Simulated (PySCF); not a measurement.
# C₉H₁₂: magnetic properties

What do calculations give for the magnetic properties of C₉H₁₂ (`C#C[C@@]1(C)CCC(=C)C1`)?

Computed with PySCF 2.14.0 and routines of our own; the level stands in each step. Atoms count from 0.

## 1. The starting structure

21 atoms, charge 0, multiplicity 1; geometry from: GFN2-xTB.

## 2. Magnetic properties: GIAO KT3/pcSseg-1

Job settings and geometry (Å):

```
{"job": {"kind": "mag", "xc": "KT3", "basis": "pcSseg-1", "isotopologues": 0}, "charge": 0, "multiplicity": 1}
C     -1.884568     0.052699     2.193762
C     -1.404840    -0.063840     1.103849
C     -0.819553    -0.208038    -0.220509
C     -1.846967    -0.843633    -1.156707
C     -0.325982     1.164487    -0.713648
C      0.990250     1.370101     0.033803
C      1.557788    -0.015968     0.189532
C      2.798316    -0.304021     0.538165
C      0.483970    -1.023871    -0.120102
H     -2.306145     0.153646     3.149079
H     -2.138013    -1.825443    -0.788478
H     -1.429787    -0.954571    -2.155770
H     -2.737724    -0.221703    -1.218844
H     -0.145371     1.114696    -1.789393
H     -1.049196     1.955651    -0.518115
H      1.674034     2.039119    -0.488469
H      0.796383     1.790562     1.024319
H      3.524263     0.466177     0.735214
H      3.137968    -1.320492     0.642358
H      0.424055    -1.803876     0.639581
H      0.692199    -1.504739    -1.080098
```

Method: GIAO KT3/pcSseg-1 magnetisability, rotational g tensor and spin-rotation constants, non-relativistic, gas phase.

Run with:

```bash
OMP_NUM_THREADS=1 python excited_run.py task.json out
```

One launch serves the whole session: the jobs run in the order shown.

Log:

```text
coarse grid: 17216 points
cycle   1  E = -355.7125581523  dE =  9.626e-01  |g| = 6.526e-01  |ddm| = 4.349e+00
cycle   2  E = -355.6340756177  dE =  7.848e-02  |g| = 8.349e-01  |ddm| = 1.767e+00
cycle   3  E = -355.8308779225  dE = -1.968e-01  |g| = 1.500e-01  |ddm| = 1.163e+00
cycle   4  E = -355.8346171559  dE = -3.739e-03  |g| = 8.709e-02  |ddm| = 2.019e-01
cycle   5  E = -355.8365518931  dE = -1.935e-03  |g| = 1.344e-02  |ddm| = 7.225e-02
cycle   6  E = -355.8365951164  dE = -4.322e-05  |g| = 4.346e-03  |ddm| = 1.936e-02
cycle   7  E = -355.8365999289  dE = -4.813e-06  |g| = 9.543e-04  |ddm| = 6.000e-03
final grid: 165336 points
cycle   8  E = -355.8341917703  dE = -2.897e-04  |g| = 5.332e-03  |ddm| = 1.156e-01
cycle   9  E = -355.8341827642  dE =  9.006e-06  |g| = 7.601e-03  |ddm| = 1.124e-02
cycle  10  E = -355.8341951067  dE = -1.234e-05  |g| = 3.538e-03  |ddm| = 9.285e-03
cycle  11  E = -355.8341981855  dE = -3.079e-06  |g| = 8.333e-04  |ddm| = 3.184e-03
cycle  12  E = -355.8341983254  dE = -1.398e-07  |g| = 4.083e-04  |ddm| = 1.039e-03
cycle  13  E = -355.8341983693  dE = -4.395e-08  |g| = 1.092e-04  |ddm| = 5.277e-04
cycle  14  E = -355.8341983722  dE = -2.886e-09  |g| = 2.676e-05  |ddm| = 1.469e-04
cycle  15  E = -355.8341983724  dE = -1.895e-10  |g| = 5.551e-06  |ddm| = 3.962e-05
converged SCF energy = -355.8341983724

Magnetisability tensor (1e-30 J/T^2)
    -1425.68        3.34       40.96
        3.34    -1351.66      -20.76
       40.96      -20.76    -1547.81
isotropic -1441.72   principal values   -1562.34  -1413.34  -1349.47
isotropic susceptibility -86.822 1e-6 cm^3/mol

Inertial axes            a          b          c
rot. const./GHz      2.4811     1.3060     1.1922
chi total           -86.037    -93.125    -81.305
chi diamagnetic    -630.742  -1066.300  -1149.230
chi paramagnetic    544.705    973.175   1067.925
quadrupole/D A       -2.665      2.378      0.287
g nuclear            0.6245     0.5942     0.5895
g electronic        -0.6349    -0.5971    -0.5981
g total             -0.0104    -0.0029    -0.0086

Spin-rotation constants (kHz, H = +C I.J)
atom  isotope        aa         bb         cc
  9     1H       -0.220     -0.009     -0.135
 10     1H       -0.223     -0.138      0.013
 11     1H       -0.212      0.008     -0.142
 12     1H       -0.056     -0.145     -0.062
 13     1H       -0.275      0.041     -0.126
 14     1H       -0.137     -0.140     -0.019
 15     1H       -0.086     -0.123     -0.048
 16     1H       -0.245      0.039     -0.106
 17     1H       -0.003     -0.121     -0.033
 18     1H       -0.228     -0.146      0.097
 19     1H       -0.257     -0.088      0.008
 20     1H       -0.269      0.029     -0.102
  0    13C*       0.588      0.143      0.352
  1    13C*       0.770      0.089      0.444
  2    13C*       0.436      0.261      0.198
  3    13C*       0.389      0.190      0.223
  4    13C*       0.459      0.272      0.198
  5    13C*       0.433      0.254      0.185
  6    13C*       0.874      0.277      0.562
  7    13C*       0.659      0.208      0.469
  8    13C*       0.416      0.282      0.244
* in the singly substituted isotopologue
```

Run time: 54 s. Hardware: 1 thread of Arm Neoverse V2, shared host; peak memory 0.76 GiB.

Key values:

```csv
quantity,value
magnetisability,-1442·10⁻³⁰ J/T²
molar susceptibility,-86.8·10⁻⁶ cm³/mol
"rotational g (a, b, c)","-0.0104, -0.0029, -0.0086"
```

## 3. Magnetic properties: GIAO B97-D/pcSseg-0 in chloroform

Settings changed since step 2:

```diff
@@ -1,2 +1,2 @@
-{"job": {"kind": "mag", "xc": "KT3", "basis": "pcSseg-1", "isotopologues": 0}, "charge": 0, "multiplicity": 1}
+{"job": {"kind": "mag", "xc": "B97-D", "basis": "pcSseg-0", "solvent": "chloroform"}, "charge": 0, "multiplicity": 1}
 C     -1.884568     0.052699     2.193762
```

With the program's defaults for keys left out, this is: GIAO B97-D/pcSseg-0 magnetisability, non-relativistic, IEF-PCM chloroform.

Log:

```text
coarse grid: 17216 points
cycle   1  E = -349.0584617740  dE =  7.909e-01  |g| = 4.960e-01  |ddm| = 4.854e+00
cycle   2  E = -349.0311768773  dE =  2.728e-02  |g| = 5.937e-01  |ddm| = 1.355e+00
cycle   3  E = -349.1264238255  dE = -9.525e-02  |g| = 7.786e-02  |ddm| = 7.426e-01
cycle   4  E = -349.1274930928  dE = -1.069e-03  |g| = 4.529e-02  |ddm| = 1.296e-01
cycle   5  E = -349.1280107029  dE = -5.176e-04  |g| = 1.339e-02  |ddm| = 7.309e-02
cycle   6  E = -349.1280553723  dE = -4.467e-05  |g| = 4.128e-03  |ddm| = 1.834e-02
cycle   7  E = -349.1280585052  dE = -3.133e-06  |g| = 2.266e-03  |ddm| = 6.106e-03
final grid: 165336 points
cycle   8  E = -349.0666676210  dE = -4.944e-05  |g| = 1.219e-02  |ddm| = 6.369e-02
cycle   9  E = -349.0665088139  dE =  1.588e-04  |g| = 2.738e-02  |ddm| = 4.932e-02
cycle  10  E = -349.0666975091  dE = -1.887e-04  |g| = 6.097e-03  |ddm| = 3.512e-02
cycle  11  E = -349.0667071422  dE = -9.633e-06  |g| = 3.934e-04  |ddm| = 5.991e-03
cycle  12  E = -349.0667071830  dE = -4.080e-08  |g| = 1.133e-04  |ddm| = 6.736e-04
cycle  13  E = -349.0667071861  dE = -3.115e-09  |g| = 3.930e-05  |ddm| = 1.878e-04
cycle  14  E = -349.0667071865  dE = -3.778e-10  |g| = 1.260e-05  |ddm| = 5.629e-05
converged SCF energy = -349.0667071865

Magnetisability tensor (1e-30 J/T^2)
    -1498.87        2.27       36.52
        2.27    -1424.03      -18.94
       36.52      -18.94    -1609.61
isotropic -1510.83   principal values   -1622.35  -1488.07  -1422.09
isotropic susceptibility -90.985 1e-6 cm^3/mol

Inertial axes            a          b          c
rot. const./GHz      2.4811     1.3060     1.1922
chi total           -90.428    -96.848    -85.677
chi diamagnetic    -631.166  -1066.997  -1149.768
chi paramagnetic    540.738    970.148   1064.092
quadrupole/D A       -2.884      2.621      0.263
```

Wall time 14 s (1 thread of Arm Neoverse V2, shared host); peak memory 0.62 GiB.

Key values:

```csv
quantity,value
magnetisability,-1511·10⁻³⁰ J/T²
molar susceptibility,-91.0·10⁻⁶ cm³/mol
```

## 4. Summary of results

| quantity | value |
| --- | --- |
| magnetisability (step 2, GIAO KT3/pcSseg-1) | -1442·10⁻³⁰ J/T² |
| molar susceptibility (step 2, GIAO KT3/pcSseg-1) | -86.8·10⁻⁶ cm³/mol |
| rotational g (a, b, c) (step 2, GIAO KT3/pcSseg-1) | -0.0104, -0.0029, -0.0086 |

The values above hold for this geometry and these levels alone. Vibrational averaging and real surroundings are missing from these values.
